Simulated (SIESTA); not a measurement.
GaSb3:

```
CELL_PARAMETERS angstrom
0.00000 3.73060 3.73060
3.73060 0.00000 3.73060
3.73060 3.73060 0.00000
ATOMIC_POSITIONS crystal
Sb 0.50000 0.50000 0.50000
Sb 0.75000 0.75000 0.75000
Sb 0.25000 0.25000 0.25000
Ga 0.00000 0.00000 0.00000
```

The cell comes from a database or a generator and needn't be the stable form of this composition.

Base run:

* Program: SIESTA 5.4.2
* Functional: PBE
* Potentials or basis: PseudoDojo 0.4 standard (PBE files)
* Basis: DZP (energy shift 0.003 Ry; two zetas on semicore shells)
* Grid cutoff: 800 Ry
* Energy shift: 0.003 Ry
* k mesh: 6 × 6 × 6
* Occupations: fermi-dirac, width 0.05 eV
* Spin: no spin polarisation

Its results: band gap on the k mesh none (metal or under the smearing width); pressure 0.9 GPa.

The run is repeated on the same cell with these changes: functional from PBE to LDA; potentials or basis from PseudoDojo 0.4 standard (PBE files) to PseudoDojo 0.4 standard (LDA files). What comes out?

Band gap on the k mesh none (metal or under the smearing width); pressure -3.2 GPa.

Caveats: the basis of atomic orbitals isn't converged, which shifts pressures, moduli and gaps; spin-orbit coupling is left out, which moves the levels of the heavy elements (some runs).
